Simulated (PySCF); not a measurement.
# C2H5N3Sn: the cost of one run

Programs: PySCF 2.14.0, with routines of our own; each step states its level. All values are computed. Atoms count from 0.

## 1. The starting structure

11 atoms, charge 0, multiplicity 1; geometry from: GFN2-xTB.

## 2. Geometry optimisation at PBE0-D3(BJ)/def2-SVP

The job: settings as JSON, then the geometry in Å.

```
{"job": {"xc": "PBE0", "basis": "def2-SVP", "d3": "d3bj", "grid": 1, "maxiter": 30, "shake": 0.01, "kind": "geom"}, "charge": 0, "multiplicity": 1}
Sn     2.192590    -0.050970    -0.157290
N      0.139810     0.035040    -0.019440
N     -0.673110    -0.084810    -1.064140
C     -1.845140    -0.048400    -0.564030
C     -1.778040     0.087410     0.813470
N     -0.493940     0.151380     1.127130
H      2.492090     0.584260    -1.661000
H      2.605950    -1.616800    -0.029540
H      2.688260     0.885040     1.135650
H     -2.744620    -0.128340    -1.177880
H     -2.545740     0.160380     1.581400
```

Started as:

```console
> OMP_NUM_THREADS=1 python heavy_run.py task.json out
```

This one command runs all jobs of the session in turn.

Q: Estimate the wall time and peak memory of this first job on 1 thread of Arm Neoverse V2, shared host.

About 38 s, with a peak of 0.51 GiB.
